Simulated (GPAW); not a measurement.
**InHICl (SMILES [Cl][InH][I]): levels of theory compared**

Aim: a comparison of 3 runs (PBE/real-space grid, PBE-D3(0)/dzp, PBE/dzp) of InHICl. Input form: an ASE script.

The results are computed with GPAW 26.7.0.

3 further runs of the same task are left out: 3 set aside as unsound or not needed.

**1. The system as given**

InHICl has 4 atoms, charge 0, and is taken as a singlet. SMILES: `[Cl][InH][I]`. Geometry: relaxed at PBE0-D4/def2-TZVP.

Bond lengths: Cl1–In2 2.321 Å, In2–I3 2.639 Å, In2–H4 1.700 Å. Angles: Cl1–In2–I3 113.2°, Cl1–In2–H4 120.9°, I3–In2–H4 125.9°.

**2. The charge distribution at PBE/real-space grid (scalar-relativistic datasets) (run 1)**

Input file run.py:

```python
import numpy as np
from ase.io.zmatrix import parse_zmatrix
from ase.units import Debye
from gpaw import GPAW

# Atomic positions
system = parse_zmatrix("""
Cl
In 1 2.320531
I 2 2.638502 1 113.23808
H 2 1.700139 1 120.90402 3 179.99617
""")
system.center(vacuum=4.5)

# Ground state
dft = GPAW(mode='fd', xc='PBE', maxiter=150, h=0.18, txt='-')
system.calc = dft

energy = system.get_potential_energy()
print(f'Energy = {energy:.5f} eV')
forces = system.get_forces()
print('Forces (eV/Ang)')
for symbol, f in zip(system.symbols, forces):
    print(f'{symbol:2} {f[0]:9.4f} {f[1]:9.4f} {f[2]:9.4f}')
dipole = system.get_dipole_moment() / Debye
print(f'Dipole                  {np.linalg.norm(dipole):.3f} D')
homo, lumo = dft.get_homo_lumo()
print(f'HOMO = {homo:.3f} eV')
print(f'LUMO = {lumo:.3f} eV')
print(f'Gap                     {lumo - homo:.3f} eV')
```

Started as:

```bash
$ python3 run.py
```

The log of the run:

```text
[...]
Number of symmetries: 1
[...]
  Number of IBZ points: 1
[...]
Spin-components: 1 (collinear spins)
Bands:           18
[...]
  Valence electrons: 28.0
[...]
  Grid points: [68 72 52]
  Charge: 0.0  # |e|
[...]
    cutoffs:
[...]
occupation numbers:
  # Zero width
[...]
xc functional:
  name: PBE with 2 nearest neighbor stencil
[...]
|iter     |     time |      energy | eigst |  dens |
[...]
|iter:   1| 00:00:04 |  -11.552987 | +0.36 |       |
[...]
|iter:  15| 00:00:35 |  -10.698624c| -7.52c| -6.07c|
Converged in 15 steps
[...]
Energy contributions relative to reference atoms: (reference = -366083.654884)
Energy contributions:
  Kinetic:          25.877977
  Coulomb:         -25.972779
  Zero:              0.274831
  External:          0.000000
  Xc:              -10.878653
  Entropy:           0.000000
  Spinorbit:         0.000000
  ----------------------------
  Free energy:     -10.698624
  Extrapolated:    -10.698624
dipole moment: (0.355782, -0.248130, -0.000015)  # |e|*Ang
Fermi level: -4.736
Eigenvalues  # (at kpt = [0.000, 0.000, 0.000])
| band index |      eig [eV] | occ [0-2] |
|------------|---------------|-----------|
|          0 |       -20.810 |     2.000 |
|        ... |               |           |
|          6 |       -17.178 |     2.000 |
|          7 |       -11.131 |     2.000 |
|          8 |        -8.651 |     2.000 |
|          9 |        -8.327 |     2.000 |
|         10 |        -7.842 |     2.000 |
|         11 |        -7.356 |     2.000 |
|         12 |        -6.928 |     2.000 |
|         13 |        -6.712 |     2.000 |
|         14 |        -2.759 |     0.000 |
|         15 |        -2.725 |     0.000 |
[...]
Gap: 3.953 eV
Transition (v -> c):
[...]
Forces (eV/Ang)
Cl   -0.2931    0.0116    0.0001
In    0.1291   -0.1228    0.0000
I     0.1294    0.2340   -0.0000
H     0.0730   -0.1302   -0.0001
Dipole                  2.083 D
HOMO = -6.712 eV
LUMO = -2.759 eV
Gap                     3.953 eV
```

Wall time 36 s (1 thread of Intel Xeon 6975P-C (Granite Rapids), shared host); peak memory 0.74 GiB.

**3. The charge distribution at PBE-D3(0)/dzp (scalar-relativistic datasets) (run 2)**

Input file gs_sp.py:

```python
import numpy as np
from ase.calculators.mixing import SumCalculator
from ase.io.zmatrix import parse_zmatrix
from ase.units import Debye
from dftd3.ase import DFTD3
from gpaw import GPAW
from gpaw.analyse.hirshfeld import HirshfeldPartitioning
from gpaw.utilities.adjust_cell import adjust_cell

# Structure
atoms = parse_zmatrix("""
Cl
In 1 2.320531
I 2 2.638502 1 113.23808
H 2 1.700139 1 120.90402 3 179.99617
""")
adjust_cell(atoms, 5.0, h=0.16)

# DFT calculator
calc = GPAW(mode="lcao",
            basis="dzp",
            h=0.16,
            xc="PBE",
            maxiter=100,
            poissonsolver={"name": "fast"},
            legacy_gpaw=True,
            txt="-")
atoms.calc = SumCalculator([DFTD3(method="PBE", damping="d3zero"), calc])

energy = atoms.get_potential_energy()
print(f"Energy: {energy:.5f} eV")
dipole = calc.get_dipole_moment(atoms) / Debye
print(f"Dipole: {np.linalg.norm(dipole):.3f} D")
homo, lumo = calc.get_homo_lumo()
print(f"HOMO                    {homo:.3f} eV")
print(f"LUMO: {lumo:.3f} eV")
print(f"Gap = {lumo - homo:.3f} eV")
hirshfeld = HirshfeldPartitioning(calc)
charges = hirshfeld.get_charges()
volumes = hirshfeld.get_effective_volume_ratios()
for symbol, q, v in zip(atoms.symbols, charges, volumes):
    print(f'{symbol:2} charge {q:7.3f}  volume ratio {v:6.3f}')
calc.write("gs.gpw")
```

Started as:

```bash
$ python gs_sp.py
```

The log of the run:

```text
[...]
    cutoffs:
[...]
  Total Charge: 0.000000
[...]
Number of atoms: 4
[...]
Number of bands in calculation: 18
Number of valence electrons: 28
[...]
iter:   1 hh:mm:ss   -10.143918        c
[...]
iter:   9 hh:mm:ss    -9.367096c       c -4.67c
Converged after 9 iterations.
Dipole moment: (0.320323, -0.194460, -0.000015) |e|*Ang
Energy contributions relative to reference atoms: (reference = -366083.654884)
Kinetic:        +29.830164
Potential:      -27.450749
External:        +0.000000
XC:             -11.817350
Entropy (-ST):   +0.000000
Local:           +0.070840
SIC:             +0.000000
--------------------------
Free energy:     -9.367096
Extrapolated:    -9.367096
 Band  Eigenvalues  Occupancy
    0    -20.64570    2.00000
    1    -20.09438    2.00000
    2    -19.95475    2.00000
    3    -19.95288    2.00000
    4    -19.88335    2.00000
    5    -18.88892    2.00000
    6    -16.87289    2.00000
    7    -10.91994    2.00000
    8     -8.36369    2.00000
    9     -8.04461    2.00000
   10     -7.45620    2.00000
   11     -6.98309    2.00000
   12     -6.57981    2.00000
   13     -6.35487    2.00000
[...]
Fermi level: -4.41111
Gap: 3.888 eV
Transition (v -> c):
[...]
Gap = 3.888 eV
Cl charge  -0.205  volume ratio  1.069
In charge   0.388  volume ratio  0.890
I  charge  -0.088  volume ratio  1.037
H  charge  -0.092  volume ratio  0.832
Writing to gs.gpw (mode='')
```

Run time: 31 s. Hardware: 1 thread of Intel Xeon 6975P-C (Granite Rapids), shared host; peak memory 1.1 GiB.

Atomic charges (e):

| atom | Hirshfeld |
| --- | --- |
| Cl1 | -0.205 |
| In2 | +0.388 |
| I3 | -0.088 |
| H4 | -0.092 |

**4. Energy and one-electron properties at PBE/dzp (scalar-relativistic datasets) (run 3)**

Input file gs.xyz:

```xyz
4

Cl    -1.969300     0.329500    -0.969600
In     0.115600     0.221400     0.043500
I      0.946000    -2.248900     0.455500
H      0.963300     1.637900     0.450200
```

Input file sp.py:

```python
import numpy as np
from ase.io import read
from ase.units import Debye
from gpaw import GPAW

# Set up the molecule
atoms = read('gs.xyz')
atoms.center(vacuum=4.5)

# DFT calculator
dft = GPAW(mode='lcao', basis='dzp', h=0.18, xc='PBE', maxiter=150, txt='-')
atoms.calc = dft

energy = atoms.get_potential_energy()
print(f'Energy                  {energy:.5f} eV')
forces = atoms.get_forces()
print('Forces (eV/Ang)')
for symbol, f in zip(atoms.symbols, forces):
    print(f'{symbol:2} {f[0]:9.4f} {f[1]:9.4f} {f[2]:9.4f}')
dipole = atoms.get_dipole_moment() / Debye
print(f'Dipole: {np.linalg.norm(dipole):.3f} D')
homo, lumo = dft.get_homo_lumo()
print(f'HOMO: {homo:.3f} eV')
print(f'LUMO: {lumo:.3f} eV')
print(f'Gap                     {lumo - homo:.3f} eV')
```

Started as:

```bash
$ python3 sp.py
```

The log of the run:

```text
[...]
Number of symmetries: 1
[...]
  Number of IBZ points: 1
[...]
basis functions: 54
Spin-components: 1 (collinear spins)
Bands:           18
[...]
  Valence electrons: 28.0
[...]
  Grid points: [68 72 56]
  Charge: 0.0  # |e|
[...]
    cutoffs:
[...]
occupation numbers:
  # Zero width
[...]
xc functional:
  name: PBE with 2 nearest neighbor stencil
[...]
|iter     |     time |      energy | eigst |  dens |
[...]
|iter:   1| 00:00:08 |  -10.106463 |      c|       |
[...]
|iter:   8| 00:00:14 |   -9.330720c|      c| -4.07c|
Converged in 8 steps
[...]
Energy contributions relative to reference atoms: (reference = -366083.654884)
Energy contributions:
  Kinetic:          29.775709
  Coulomb:         -27.409451
  Zero:              0.114568
  External:          0.000000
  Xc:              -11.811546
  Entropy:           0.000000
  Spinorbit:         0.000000
  ----------------------------
  Free energy:      -9.330720
  Extrapolated:     -9.330720
dipole moment: (0.298440, 0.179826, 0.145417)  # |e|*Ang
Fermi level: -4.416
Eigenvalues  # (at kpt = [0.000, 0.000, 0.000])
| band index |      eig [eV] | occ [0-2] |
|------------|---------------|-----------|
|          0 |       -20.652 |     2.000 |
|        ... |               |           |
|          6 |       -16.877 |     2.000 |
|          7 |       -10.925 |     2.000 |
|          8 |        -8.370 |     2.000 |
|          9 |        -8.050 |     2.000 |
|         10 |        -7.465 |     2.000 |
|         11 |        -6.991 |     2.000 |
|         12 |        -6.584 |     2.000 |
|         13 |        -6.359 |     2.000 |
|         14 |        -2.472 |     0.000 |
|         15 |        -2.374 |     0.000 |
[...]
Gap: 3.886 eV
Transition (v -> c):
[...]
Forces (eV/Ang)
Cl   -0.4151    0.0219   -0.1987
In    0.1468    0.2012    0.0633
I     0.1581   -0.4208    0.0785
H     0.1097    0.1757    0.0562
Dipole: 1.813 D
HOMO: -6.359 eV
LUMO: -2.472 eV
Gap                     3.886 eV
```

Wall time 15 s (1 thread of Intel Xeon 6975P-C (Granite Rapids), shared host); peak memory 0.7 GiB.

**5. The series**

```
run                                               level  mode  grid spacing    energy (Eh)  dipole moment (D)  HOMO energy (eV)  LUMO energy (eV)  wall time
  1  PBE/real-space grid (scalar-relativistic datasets)    fd          0.18  -13453.719344               2.08             -6.71             -2.76       36 s
  2        PBE-D3(0)/dzp (scalar-relativistic datasets)  lcao          0.16  -13453.671447               1.80             -6.35             -2.47       31 s
  3              PBE/dzp (scalar-relativistic datasets)  lcao          0.18  -13453.669074               1.81             -6.36             -2.47       15 s
```

**6. Results**

```
                                                     quantity       value
run 3: energy as printed (from the program's reference atoms)  -9.3307 eV
                                         run 3: dipole moment      1.81 D
                                           run 3: HOMO energy    -6.36 eV
                                           run 3: LUMO energy    -2.47 eV
                                         run 3: HOMO–LUMO gap     3.89 eV
                              run 3: largest force on an atom  0.461 eV/Å
```

What this shows: The dipole moment (its size) runs from 1.80 D (PBE-D3(0)/dzp) to 2.08 D (PBE/real-space grid). The HOMO–LUMO gap runs from 3.89 eV (PBE/dzp) to 3.95 eV (PBE/real-space grid). All runs together took 82 s, the longest 36 s.
